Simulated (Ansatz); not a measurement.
# WGe+ (quartet): from Hartree-Fock to the top rungs, def2-SVP

An exercise on one series of results from a longer session: the logs are not shown, and one member is left open.

Program: Ansatz 0.2.0, Gaussian basis. Level of theory: def2-SVP, core rule «outside noble gas», up to 18 orbitals frozen. These are calculated values, not measurements.

Plan: UHF; CCSD(T) on ROHF; CCSD(T) on UHF; CISD; CCSDT(Q) on ROHF; CCSDT(Q) on UHF; CASSCF and MRCISD+Q, 9 electrons in 10 orbitals; CASSCF and NEVPT2, 9 electrons in 10 orbitals.

7 further runs of the same task are left out: 4 that didn't finish, 3 set aside as unsound or not needed.

### The geometry

The geometry is a PBE0/def2-TZVP stationary point (not a proven minimum) of the parent state, kept for this charge and spin. No spin-orbit coupling is included. Elements past krypton take def2 core potentials. The filled d shell of Ge may be among the frozen orbitals whatever the setting's name suggests; the logs give the count.

2 atoms, charge 1, spin multiplicity 4.

Atoms are counted from 1 here; the program's logs count them from 0.

Bond lengths: W1–Ge2 2.450 Å.

As a file:

```
W     0.0000    0.0000    0.0000
Ge    0.0000    0.0000    2.4498
```

The first run:

The input, in.yaml:

```yaml
crystal:
  periodic: [false, false, false]
  atoms:
    - {symbol: W, position_ang: [0.000000, 0.000000, 0.000000]}
    - {symbol: Ge, position_ang: [0.000000, 0.000000, 2.449800]}
basis:
  gaussian: {orbitals: def2-SVP}
total_charge: 1
magnetization: {spin_polarized: true, initial_magnetization: 3}
hamiltonian: {xc: hf}
output: {orbitals: {seedname: orbitals}}
```

Started as:

```console
ansatz run in.yaml --threads 1 --pin off --events-out ev --progress --plain --max-ram 2393MiB
```

Steps of the session up to this table: UHF; CCSD(T) on ROHF; CCSD(T) on UHF; CISD; CCSDT(Q) on ROHF; CCSDT(Q) on UHF; CASSCF and MRCISD+Q, 9 electrons in 10 orbitals; CASSCF and NEVPT2, 9 electrons in 10 orbitals.

One of the session's tables, all rows but one given; the rest of the session is left out.

It belongs to the step «Misses and costs». 

```
          method  from RCCSDT(Q) (meV)
            ROHF               +5705.7
            RMP2               +1190.0
            UMP2               +1531.8
            CISD               +1004.3
           RCCSD                +457.4
           UCCSD                +451.9
        RCCSD(T)                +112.5
        UCCSD(T)                     ?
          RCCSDT                 +60.2
          UCCSDT                +466.2
       RCCSDT(Q)                     0
       UCCSDT(Q)                +319.1
  CASSCF valence               +3172.7
  NEVPT2 valence                +692.0
  MRCISD valence                +190.6
MRCISD+Q valence                 -19.8
```

Estimate the missing values for UCCSD(T).

The run gave: from RCCSDT(Q) (meV): +143.3. In the column «from RCCSDT(Q) (meV)» it lies between RCCSD(T) (+112.5) and MRCISD valence (+190.6).

Left out of the table: UHF (another determinant or state than the rows shown).

Limits of these values: The determinant is far from a pure spin state, so its energy mixes those of several spin states (harmless only where they are near-degenerate, as at dissociation). The program flags UCCSD(T), UCCSDT(Q) as in doubt, so those rows may rest on another solution; read them beside their warnings. Warnings: spin contamination; coupled cluster took another determinant than the lowest; large T1 diagnostic. Restricted and unrestricted rows rest on different reference determinants; where their highest levels disagree by more than a few hundredths of an eV, they describe different states and don't form one ladder.
